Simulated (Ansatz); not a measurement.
Mg6TiSb:

```
Sb Ti Mg
1.0
     5.05116    0.00000    0.00000
     0.00000    3.20037    5.36895
     0.00000   -3.20037    5.36895
Sb Ti Mg
1 1 6
Cartesian
  0.0000 0.0000 3.4975
  2.5256 0.0000 1.8137
  0.0000 0.0000 8.9492
  0.0000 -1.6154 6.2728
  0.0000 1.6154 6.2728
  2.5256 0.0000 7.1404
  2.5256 -1.6418 4.5026
  2.5256 1.6418 4.5026
```

The cell comes from a database or a generator and needn't be the stable form of this composition.

* Program: Ansatz 0.2.0
* Task: single point
* Functional: PBE
* Potentials or basis: Ansatz PAW
* Cutoff: 420 eV (not typed: the program's choice for these potentials)
* k mesh: 5 × 5 × 5
* Occupations: fermi-dirac, width 0.05 eV
* Spin: no spin polarisation

On this cell: pressure 0.0 GPa; largest force 0.077 eV/Å; band gap on the k mesh none (metal or under the smearing width).

The same run follows on a disturbed copy (atoms moved at random, drawn with an rms of 0.05 Å):

```
Sb Ti Mg
1.0
     5.05116    0.00000    0.00000
     0.00000    3.20037    5.36895
     0.00000   -3.20037    5.36895
Sb Ti Mg
1 1 6
Direct
  0.99679 0.32778 0.32285
  0.50608 0.17113 0.17059
  0.00227 0.83848 0.83533
  0.00990 0.33502 0.84566
  0.01341 0.83514 0.33344
  0.49306 0.66861 0.66037
  0.50894 0.15141 0.68079
  0.50331 0.67613 0.16556
```

Question: What does the disturbed cell give?

Answer: The energy (extrapolated to zero smearing) moves by +4.7 meV/atom; pressure 0.1 GPa; largest force 0.318 eV/Å; band gap on the k mesh none (metal or under the smearing width).

Forces on the atoms (eV/Å):
```
Sb   0.100 -0.094  0.061
Ti   0.006 -0.048 -0.026
Mg  -0.006 -0.007 -0.060
Mg  -0.117  0.109 -0.234
Mg  -0.226  0.006  0.029
Mg   0.285 -0.141  0.001
Mg  -0.082  0.120  0.248
Mg   0.041  0.055 -0.020
```

Stress tensor (GPa, compression positive):
```
-0.28 -0.07 -0.05
-0.07  0.46 -0.15
-0.05 -0.15  0.22
```
